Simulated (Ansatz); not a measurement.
This script for Ansatz 0.2.0 through its Python package starts 4 runs on LaMg, space group Pm-3m. What input does the engine get in each?

`kconv.py`
```python
import ansatz

xtal = (
    ansatz.Lattice.from_parameters(3.965, 3.965, 3.965, alpha=90.0, beta=90.0, gamma=90.0)
    .atom("La", (0.5, 0.5, 0.5))
    .atom("Mg", (0.0, 0.0, 0.0))
)

model = (
    xtal.calculation()
    .functional("pbesol")
    .pseudopotentials("paw")
    .basis(550)
    .occupations("fermi_dirac", width=0.1)
    .scf(tolerance=1e-09)
)

rows = []
for value in [1.0, 0.6, 0.4, 0.3]:
    rep = model.kpoints(spacing=value).run().report
    rows.append((value, rep["free_energy_ev"] / len(rep["lattice"]["sites"]), rep["n_iterations"], rep["n_kpoints"]))

print("spacing (1/A)   F/atom (eV)    iterations      k-points")
for row in rows:
    print(f"{str(row[0]):>12s}  {row[1]:12.5f}  {row[2]:12d}  {row[3]:12d}")

for row in rows[:-1]:
    shift = 1000 * (row[1] - rows[-1][1])
    print(f"{row[0]}: {shift:+.2f} meV/atom" + ("  (within 2 meV)" if abs(shift) < 2 else ""))
```

Run 1:
```yaml
crystal:
  lattice:
    a: 3.965
    b: 3.965
    c: 3.965
    alpha: 90.0
    beta: 90.0
    gamma: 90.0
  atoms:
    - { symbol: La, position: [0.5, 0.5, 0.5] }
    - { symbol: Mg, position: [0.0, 0.0, 0.0] }
basis:
  ecutwfc: 550.0
kpoints:
  mp_grid:
    kspacing: 1.0
hamiltonian:
  xc: pbesol
  pseudopotentials:
    kind: paw
scf:
  convergence:
    dr2_threshold: 1.0e-09
  occupations:
    method: fermi_dirac
    width: 0.1
```

Run 2, against run 1:
```diff
-    kspacing: 1.0
+    kspacing: 0.6
```

Run 3, against run 1:
```diff
-    kspacing: 1.0
+    kspacing: 0.4
```

Run 4, against run 1:
```diff
-    kspacing: 1.0
+    kspacing: 0.3
```

Output of `python kconv.py`:
```text
spacing (1/A)   F/atom (eV)    iterations      k-points
         1.0   -4036.87672             8             4
         0.6   -4036.89123             7             4
         0.4   -4036.77718             7            10
         0.3   -4036.76444             7            20
1.0: -112.27 meV/atom
0.6: -126.79 meV/atom
0.4: -12.73 meV/atom
```

The starting cell is as deposited in a crystallographic database; the results hold for this polymorph, which needn't be the stable one. Shifts are counted from the finest mesh, which is itself no proven limit. Wall time of the script: 3.3 s on 1 thread of Intel(R) Xeon(R) Processor @ 2.30GHz (shared host), peak memory 0.51 GiB.
